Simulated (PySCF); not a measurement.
# C₈H₂₂N₂Si: electronic structure in real space

Aim: take C₈H₂₂N₂Si and analyse its density (charges, bond critical points, surface potential), localise its valence orbitals and measure its response to a uniform field.

Computed with PySCF 2.14.0. Level: levels as typed in each script, gas phase, geometry from GFN2-xTB.

### 1 Starting geometry

33 atoms, charge 0, spin multiplicity 1.

Bond lengths: C1–C2 1.530 Å, C1–H12 1.088 Å, C1–H13 1.088 Å, C1–H14 1.086 Å, C2–N3 1.445 Å, C2–H15 1.093 Å, C2–H16 1.096 Å, N3–C4 1.442 Å, N3–Si6 1.716 Å, C4–C5 1.530 Å, C4–H17 1.092 Å, C4–H18 1.096 Å, C5–H19 1.087 Å, C5–H20 1.087 Å, C5–H21 1.087 Å, Si6–N7 1.720 Å, Si6–H22 1.466 Å, Si6–H23 1.471 Å and more. Angles: C2–C1–H12 110.5°, C2–C1–H13 110.3°, C2–C1–H14 109.7°, H12–C1–H13 108.6°, H12–C1–H14 108.6°, H13–C1–H14 109.0°, C1–C2–N3 112.5°, C1–C2–H15 108.8°, C1–C2–H16 109.4°, N3–C2–H15 108.7°, N3–C2–H16 109.6°, H15–C2–H16 107.7°, C2–N3–C4 115.5°, C2–N3–Si6 121.0°, C4–N3–Si6 123.1°, N3–C4–C5 112.7°, N3–C4–H17 108.6°, N3–C4–H18 109.4° and more.

Coordinates:

```xyz
33
C8H22N2Si
C     1.0152    1.9719   -1.5132
C     1.6094    1.5469   -0.1694
N     1.4252    0.1387    0.0959
C     2.4867   -0.7227   -0.3614
C     3.6485   -0.8041    0.6304
Si    0.1183   -0.4163    1.0599
N    -1.3720   -0.2306    0.2215
C    -2.5896    0.1903    0.8738
C    -2.9394    1.6419    0.5403
C    -1.5320   -0.7457   -1.1184
C    -1.9657   -2.2125   -1.1514
H     1.4515    1.3917   -2.3235
H     1.2112    3.0259   -1.6968
H    -0.0583    1.8073   -1.5073
H     1.1270    2.1198    0.6261
H     2.6782    1.7866   -0.1519
H     2.0813   -1.7252   -0.5125
H     2.8565   -0.3626   -1.3285
H     4.4264   -1.4622    0.2510
H     4.0785    0.1801    0.8001
H     3.2869   -1.1880    1.5805
H    -0.0147    0.3952    2.2740
H     0.4422   -1.8112    1.3967
H    -2.4594    0.0949    1.9530
H    -3.4198   -0.4619    0.5807
H    -3.0943    1.7653   -0.5291
H    -3.8473    1.9413    1.0584
H    -2.1248    2.2930    0.8472
H    -0.5716   -0.6529   -1.6304
H    -2.2666   -0.1378   -1.6586
H    -2.9244   -2.3444   -0.6550
H    -2.0586   -2.5544   -2.1795
H    -1.2284   -2.8252   -0.6395
```

### 2 Density, bond paths and surface potential (PBE0/6-31g*)

File input.py:

```python
import numpy as np
from pyscf import gto, scf, dft
from pyscf.scf import atom_ks, atom_hf
from scipy.linalg import block_diag

def solve(mol, dm0=None, hcore=None):
    mf = (dft.UKS if mol.spin else dft.RKS)(mol, xc='pbe0')
    mf.grids.level = 3
    mf = mf.density_fit(auxbasis='def2-universal-jkfit')
    mf.conv_tol, mf.max_cycle = 1e-8, 80
    if hcore is not None:
        mf.get_hcore = lambda *args: hcore
    mf.kernel(dm0)
    if not mf.converged:
        mf = mf.newton().run(mf.mo_coeff, mf.mo_occ, max_cycle=30)
    assert mf.converged, 'SCF not converged'
    return mf

mol = gto.M(atom='''
C      1.01524     1.97192    -1.51318
C      1.60937     1.54691    -0.16935
N      1.42521     0.13869     0.09594
C      2.48674    -0.72266    -0.36144
C      3.64854    -0.80405     0.63036
Si     0.11835    -0.41635     1.05993
N     -1.37204    -0.23061     0.22150
C     -2.58964     0.19030     0.87380
C     -2.93938     1.64193     0.54031
C     -1.53199    -0.74567    -1.11845
C     -1.96569    -2.21254    -1.15140
H      1.45151     1.39173    -2.32350
H      1.21121     3.02585    -1.69684
H     -0.05825     1.80730    -1.50732
H      1.12702     2.11983     0.62615
H      2.67821     1.78661    -0.15188
H      2.08134    -1.72525    -0.51254
H      2.85648    -0.36259    -1.32851
H      4.42643    -1.46216     0.25097
H      4.07849     0.18013     0.80006
H      3.28686    -1.18799     1.58054
H     -0.01468     0.39525     2.27399
H      0.44225    -1.81115     1.39675
H     -2.45942     0.09491     1.95298
H     -3.41977    -0.46191     0.58074
H     -3.09433     1.76529    -0.52905
H     -3.84727     1.94134     1.05841
H     -2.12482     2.29300     0.84720
H     -0.57158    -0.65289    -1.63045
H     -2.26661    -0.13778    -1.65859
H     -2.92442    -2.34444    -0.65504
H     -2.05863    -2.55437    -2.17954
H     -1.22836    -2.82523    -0.63954
''', basis='6-31g*', charge=0, spin=0, verbose=4)
mf = solve(mol)
mf.analyze()
# spherically averaged free atoms, for the promolecule
atm = atom_ks.get_atm_nrks(mol, xc='pbe0')
pro = block_diag(*[(atm[a[0]][2] * atm[a[0]][3]) @ atm[a[0]][2].T for a in mol._atom])
np.savez('result.npz', e=mf.e_tot, c=mf.mo_coeff, occ=mf.mo_occ, eps=mf.mo_energy, pro=pro, dip=mf.dip_moment(verbose=0), s2=mf.spin_square()[0])
```

Run with:

```sh
$ OMP_NUM_THREADS=1 python input.py
```

### 4 Localised orbitals (BLYP/6-31+g*)

input.py, as its differences from that of step 2:

```diff
@@ -1,8 +1,7 @@
 import numpy as np
-from pyscf import gto, scf, dft
-from pyscf.scf import atom_ks, atom_hf
-from scipy.linalg import block_diag
+from pyscf import gto, scf, dft, lo
+from pyscf.data.elements import chemcore
 
 def solve(mol, dm0=None, hcore=None):
-    mf = (dft.UKS if mol.spin else dft.RKS)(mol, xc='pbe0')
+    mf = (dft.UKS if mol.spin else dft.RKS)(mol, xc='blyp')
     mf.grids.level = 3
@@ -52,8 +51,25 @@
 H     -1.22836    -2.82523    -0.63954
-''', basis='6-31g*', charge=0, spin=0, verbose=4)
+''', basis='6-31+g*', charge=0, spin=0, verbose=4)
 mf = solve(mol)
-mf.analyze()
-# spherically averaged free atoms, for the promolecule
-atm = atom_ks.get_atm_nrks(mol, xc='pbe0')
-pro = block_diag(*[(atm[a[0]][2] * atm[a[0]][3]) @ atm[a[0]][2].T for a in mol._atom])
-np.savez('result.npz', e=mf.e_tot, c=mf.mo_coeff, occ=mf.mo_occ, eps=mf.mo_energy, pro=pro, dip=mf.dip_moment(verbose=0), s2=mf.spin_square()[0])
+occ_all = mf.mo_coeff[:, mf.mo_occ > 0]
+occ = occ_all[:, chemcore(mol):]
+pm = lo.PM(mol, occ, pop_method='meta_lowdin')
+loc = pm.kernel()
+for _ in range(5):
+    new, stable = pm.stability_jacobi(return_status=True)
+    if stable:
+        break
+    loc = pm.kernel(new)
+fock, s = mf.get_fock(), mf.get_ovlp()
+ortho = lo.orth_ao(mol, 'meta_lowdin')
+labels = mol.ao_labels(fmt=None)
+vir = loc[:, :0]
+both = np.hstack([loc, vir])
+p = (ortho.T @ s @ both) ** 2
+pop = np.array([p[[l[0] == a for l in labels]].sum(0) for a in range(mol.natm)])
+spd = np.array([[p[[l[0] == a and l[2][-1] == k for l in labels]].sum(0) for k in 'spd'] for a in range(mol.natm)])
+eps = np.einsum('pi,pq,qi->i', both, fock, both)
+for i in np.argsort(eps):
+    top = np.argsort(-pop[:, i])[:3]
+    print('%3d %s %9.4f Eh ' % (i + 1, 'occ' if i < loc.shape[1] else 'vir', eps[i]), '  '.join('%s%d %.3f' % (mol.atom_symbol(a), a + 1, pop[a, i]) for a in top))
+np.savez('result.npz', c=both, nocc=loc.shape[1], pop=pop, spd=spd, eps=eps, e=mf.e_tot)
```

### 6 Response to an electric field (wB97X/6-31g*)

File input.py:

```python
import numpy as np
from pyscf import gto, scf, dft
from pyscf.scf import atom_ks, atom_hf
from scipy.linalg import block_diag

def solve(mol, dm0=None, hcore=None):
    mf = (dft.UKS if mol.spin else dft.RKS)(mol, xc='wb97x')
    mf.grids.level = 3
    mf = mf.density_fit(auxbasis='def2-universal-jkfit')
    mf.conv_tol, mf.max_cycle = 1e-8, 80
    if hcore is not None:
        mf.get_hcore = lambda *args: hcore
    mf.kernel(dm0)
    if not mf.converged:
        mf = mf.newton().run(mf.mo_coeff, mf.mo_occ, max_cycle=30)
    assert mf.converged, 'SCF not converged'
    return mf

mol = gto.M(atom='''
C      1.01524     1.97192    -1.51318
C      1.60937     1.54691    -0.16935
N      1.42521     0.13869     0.09594
C      2.48674    -0.72266    -0.36144
C      3.64854    -0.80405     0.63036
Si     0.11835    -0.41635     1.05993
N     -1.37204    -0.23061     0.22150
C     -2.58964     0.19030     0.87380
C     -2.93938     1.64193     0.54031
C     -1.53199    -0.74567    -1.11845
C     -1.96569    -2.21254    -1.15140
H      1.45151     1.39173    -2.32350
H      1.21121     3.02585    -1.69684
H     -0.05825     1.80730    -1.50732
H      1.12702     2.11983     0.62615
H      2.67821     1.78661    -0.15188
H      2.08134    -1.72525    -0.51254
H      2.85648    -0.36259    -1.32851
H      4.42643    -1.46216     0.25097
H      4.07849     0.18013     0.80006
H      3.28686    -1.18799     1.58054
H     -0.01468     0.39525     2.27399
H      0.44225    -1.81115     1.39675
H     -2.45942     0.09491     1.95298
H     -3.41977    -0.46191     0.58074
H     -3.09433     1.76529    -0.52905
H     -3.84727     1.94134     1.05841
H     -2.12482     2.29300     0.84720
H     -0.57158    -0.65289    -1.63045
H     -2.26661    -0.13778    -1.65859
H     -2.92442    -2.34444    -0.65504
H     -2.05863    -2.55437    -2.17954
H     -1.22836    -2.82523    -0.63954
''', basis='6-31g*', charge=0, spin=0, verbose=4)
field = np.array([0.008, 0.0, 0.0])  # atomic units
mol.set_common_orig(mol.atom_charges() @ mol.atom_coords() / mol.atom_charges().sum())
mf = solve(mol)
out = dict(dm0=mf.make_rdm1(), d0=mf.dip_moment(unit='AU'), e0=mf.e_tot)
for name, sign in (('p', 1), ('m', -1)):
    h = mf.get_hcore() + sign * np.einsum('x,xij->ij', field, mol.intor('int1e_r'))
    mi = solve(mol, mf.make_rdm1(), h)
    out.update({'dm' + name: mi.make_rdm1(), 'd' + name: mi.dip_moment(unit='AU'), 'e' + name: mi.e_tot})
# spherically averaged free atoms, for the promolecule
atm = atom_ks.get_atm_nrks(mol, xc='wb97x')
pro = block_diag(*[(atm[a[0]][2] * atm[a[0]][3]) @ atm[a[0]][2].T for a in mol._atom])
np.savez('result.npz', pro=pro, **out)
```

(Steps that only read results are left out.)

Q: Predict the outcome of this session. Wanted: dipole moment; HOMO, LUMO; polarisability along the field.

The runs gave:

| quantity | value |
| --- | --- |
| dipole moment (PBE0/6-31g*) | 0.71 D |
| HOMO, LUMO (PBE0/6-31g*) | -5.75, 1.82 eV |
| localised occupied orbitals above −45 eV (BLYP/6-31+g*) | 34 |
| polarisability along the field (wB97X/6-31g*) | 128.7 bohr³ |

**Reading.** At PBE0/6-31g*: The highest Hirshfeld charge is on Si6 (+0.34 e), the lowest on N7 (−0.18 e). All values hold at the given geometry, in the gas phase.
